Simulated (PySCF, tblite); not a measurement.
**C₇H₁₁NOSi: geometry, infrared bands and NMR shifts**

Aim: predict the infrared bands and NMR shifts of C₇H₁₁NOSi (`C=CC[SiH2]O/C(C#N)=C\C`).

The runs use tblite 0.8.0 and PySCF 2.14.0, with density-fitted response routines of our own; the level of theory stands in each step. All values are computed, except where a source is named. Atoms count from 0, in the outputs and in this text.

### Step 1. The starting structure

21 atoms, charge 0, multiplicity 1; geometry from: force field or distance geometry start.

Bonds of the start (Å): C0–C1 1.35, C1–C2 1.49, C2–Si3 1.89, Si3–O4 1.67, O4–C5 1.39, C5–C6 1.44, C6–N7 1.17, C5–C8 1.34, C8–C9 1.49, C0–H10 1.08, C0–H11 1.09, C1–H12 1.07, C2–H13 1.10, C2–H14 1.10, Si3–H15 1.48, Si3–H16 1.48, C8–H17 1.09, C9–H18 1.09, C9–H19 1.09, C9–H20 1.10.

### Step 2. Geometry optimisation with GFN2-xTB

What the job is given:

```
{"job": {"kind": "relax", "xc": "GFN2-xTB", "basis": "xTB"}, "charge": 0, "multiplicity": 1}
C      2.649900    -0.665400     1.205500
C      2.549200     0.039400     0.056300
C      1.883000     1.370300    -0.044700
Si     0.397300     1.434000    -1.218900
O     -0.720600     0.220900    -0.934200
C     -1.499700     0.095400     0.206800
C     -1.424000     1.037200     1.292100
N     -1.348500     1.796100     2.177100
C     -2.337600    -0.947700     0.310800
C     -2.544400    -2.011500    -0.716200
H      3.153300    -1.620100     1.233700
H      2.206500    -0.303200     2.136900
H      3.014700    -0.369200    -0.821700
H      2.617800     2.102700    -0.400500
H      1.546600     1.727400     0.942800
H     -0.281000     2.745600    -1.104000
H      0.886600     1.294100    -2.603600
H     -2.954400    -1.057700     1.205400
H     -3.585700    -2.017000    -1.040000
H     -2.302100    -2.987000    -0.282800
H     -1.915700    -1.867400    -1.601300
```

The run is started by

```bash
> OMP_NUM_THREADS=1 python probes_run.py task.json out
```

One launch serves the whole session: the jobs run in the order shown.

**Question.** This job is followed by: GFN2-xTB harmonic vibrations, gas phase; GIAO PBE0/pcSseg-1 NMR shielding, non-relativistic, gas phase. Predict these results of the whole session: strongest single infrared mode (GFN2-xTB); zero-point energy (GFN2-xTB); 13C shifts against TMS (PBE0/pcSseg-1); 1H shifts against TMS (PBE0/pcSseg-1, means over atoms taken as alike); 29Si shifts against TMS (PBE0/pcSseg-1); 17O shifts against H2O (PBE0/pcSseg-1); 15N shifts against NH3 (PBE0/pcSseg-1); surface potential, 1st and 99th percentile.

As calculated:

| quantity | value |
| --- | --- |
| strongest single infrared mode (GFN2-xTB) | 2259 cm⁻¹, 336 km/mol |
| zero-point energy (GFN2-xTB) | 99.1 kcal/mol |
| 13C shifts against TMS (PBE0/pcSseg-1) | 139.6, 136.4, 130.6, 124.7, 122.9, 26.8, 14.8 ppm |
| 1H shifts against TMS (PBE0/pcSseg-1, means over atoms taken as alike) | 6.09, 6.00, 5.86, 5.37, 5.12, 2.26, 1.99 ppm |
| 29Si shifts against TMS (PBE0/pcSseg-1) | -20.5 ppm |
| 17O shifts against H2O (PBE0/pcSseg-1) | 95.8 ppm |
| 15N shifts against NH3 (PBE0/pcSseg-1) | 316.2 ppm |
| surface potential, 1st and 99th percentile | -1.61 V and 1.17 V |

**Reading.** Relaxing lowered the energy by 0.286 eV in 145 steps; the close pair that moved most is Si3–O4, from 1.674 to 1.634 Å. All 57 modes are real, so the xTB geometry is a minimum. The strongest single mode, at 2259 cm⁻¹, moves mainly H15. GFN2-xTB is a fitted tight-binding method: band positions and strengths are rough. Its intensities can rank the bands wrongly. The most deshielded hydrogen is H12 (hydrogen on an alkene CH), at 6.09 ppm: attached to an sp2 carbon and in the plane of the double bond. At PBE0/pcSseg-1: The largest span, 432 ppm, is at N7, where the paramagnetic term is -390 ppm. By nearest atom (PBE0/pcSseg-1), the HOMO sits on C8 20 %; C0, C5 about 13 % each and the LUMO on C8 29 %; N7 19 %.
